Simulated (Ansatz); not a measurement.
**C₄H₁₃BSi: up Jacob's ladder to CCSD(T)**

The task here is to estimate one member of a computed series from the others.

Program: Ansatz 0.2.0, Gaussian basis. Level of theory: functionals in def2-TZVPP, the program's frozen cores in correlated methods. These are calculated values, not measurements.

Levels to be run: LDA (SPW92), PBE-D4, revPBE-D4, BLYP-D4, r2SCAN-D4, B97M-V, PBE0-D4, B3LYP-D4, r2SCANh-D4, r2SCAN0-D4, HSE06-D4, BHLYP-D4, CAM-B3LYP-D4, LC-ωPBE, ωB97X-V, ωB97M-V, B2PLYP, PBE-QIDH; CCSD(T)/def2-SVP; MP2/def2-TZVPP; RPA on PBE.

1 further run of the same task is left out (it didn't finish). Runs told in other sessions of the task aren't counted.

## The geometry

An earlier PBE0-D4 in a triple-zeta def2 set relaxation fixed the geometry.

19 atoms, charge 0, spin multiplicity 1.

Atoms are counted from 1 here; the program's logs count them from 0.

Bond lengths: B1–C2 1.525 Å, B1–H7 1.200 Å, B1–H8 1.200 Å, C2–Si3 1.911 Å, C2–H9 1.095 Å, C2–H10 1.095 Å, Si3–C4 1.872 Å, Si3–C5 1.872 Å, Si3–C6 1.873 Å, C4–H11 1.093 Å, C4–H12 1.094 Å, C4–H13 1.093 Å, C5–H14 1.093 Å, C5–H15 1.093 Å, C5–H16 1.094 Å, C6–H17 1.093 Å, C6–H18 1.094 Å, C6–H19 1.093 Å. Angles: C2–B1–H7 120.9°, C2–B1–H8 121.0°, H7–B1–H8 118.0°, B1–C2–Si3 107.7°, B1–C2–H9 115.0°, B1–C2–H10 115.0°, Si3–C2–H9 103.7°, Si3–C2–H10 103.7°, H9–C2–H10 110.4°, C2–Si3–C4 109.9°, C2–Si3–C5 109.9°, C2–Si3–C6 107.3°, C4–Si3–C5 110.1°, C4–Si3–C6 109.7°, C5–Si3–C6 109.7°, Si3–C4–H11 111.5°, Si3–C4–H12 110.7°, Si3–C4–H13 111.1° and more.

The first run:

in.yaml

```yaml
crystal:
  periodic: [false, false, false]
  atoms:
    - {symbol: B, position_ang: [1.397487, 0.584731, -1.906513]}
    - {symbol: C, position_ang: [1.264414, 0.967733, -0.436372]}
    - {symbol: Si, position_ang: [-0.174562, -0.051149, 0.300158]}
    - {symbol: C, position_ang: [0.206011, -1.879659, 0.168523]}
    - {symbol: C, position_ang: [-1.765266, 0.343369, -0.605173]}
    - {symbol: C, position_ang: [-0.336180, 0.433008, 2.102541]}
    - {symbol: H, position_ang: [0.764532, 1.154022, -2.752090]}
    - {symbol: H, position_ang: [2.078485, -0.344012, -2.243404]}
    - {symbol: H, position_ang: [0.967976, 2.005589, -0.253218]}
    - {symbol: H, position_ang: [2.120034, 0.699307, 0.191688]}
    - {symbol: H, position_ang: [0.271661, -2.200494, -0.874151]}
    - {symbol: H, position_ang: [-0.573283, -2.473355, 0.654372]}
    - {symbol: H, position_ang: [1.157786, -2.120048, 0.649728]}
    - {symbol: H, position_ang: [-1.974610, 1.416223, -0.585921]}
    - {symbol: H, position_ang: [-1.716995, 0.034147, -1.652315]}
    - {symbol: H, position_ang: [-2.612001, -0.170596, -0.141799]}
    - {symbol: H, position_ang: [0.583683, 0.220354, 2.653264]}
    - {symbol: H, position_ang: [-1.148742, -0.122804, 2.579125]}
    - {symbol: H, position_ang: [-0.552328, 1.499235, 2.207956]}
basis:
  gaussian: {orbitals: def2-TZVPP}
hamiltonian: {xc: lda}
output: {orbitals: {seedname: orbitals}}
```

Run with:

```sh
ansatz run in.yaml --threads 4 --pin off --events-out ev --progress --plain --max-ram 11315MiB
```

Among the steps run: LDA; PBE-D4 (GGA); revPBE-D4 (GGA); BLYP-D4 (GGA); r2SCAN-D4 (meta-GGA); B97M-V (meta-GGA); B3LYP-D4 (hybrid); r2SCANh-D4 (hybrid); r2SCAN0-D4 (hybrid); HSE06-D4 (hybrid); BHLYP-D4 (hybrid); CAM-B3LYP-D4 (range-separated); LC-ωPBE (range-separated); ωB97X-V (range-separated); ωB97M-V (range-separated); B2PLYP (double hybrid); PBE-QIDH (double hybrid).

One of the session's tables, all rows but one given; the rest of the session is left out.

It belongs to the step «Frontier levels by functional». 

| functional | HOMO (eV) | gap (eV) |
| --- | --- | --- |
| LDA (SPW92) | -7.15 | 4.91 |
| PBE-D4 | -7.03 | 5.08 |
| revPBE-D4 | -6.97 | 5.15 |
| BLYP-D4 | -6.91 | 5.11 |
| r2SCAN-D4 | -7.28 | 5.70 |
| B97M-V | -7.38 | 5.69 |
| PBE0-D4 | -8.27 | 7.29 |
| B3LYP-D4 | -8.06 | 6.87 |
| r2SCANh-D4 | -7.74 | 6.49 |
| r2SCAN0-D4 | -8.44 | 7.67 |
| HSE06-D4 | ? | ? |
| BHLYP-D4 | -9.43 | 9.46 |
| CAM-B3LYP-D4 | -9.63 | 9.72 |
| LC-ωPBE | -10.98 | 12.25 |
| ωB97X-V | -10.62 | 11.78 |
| ωB97M-V | -10.49 | 11.38 |

**Question.** Estimate the row for HSE06-D4.

The run gave: HOMO (eV): -7.87; gap (eV): 6.51. In the column «HOMO (eV)» it lies between B3LYP-D4 (-8.06) and r2SCANh-D4 (-7.74).
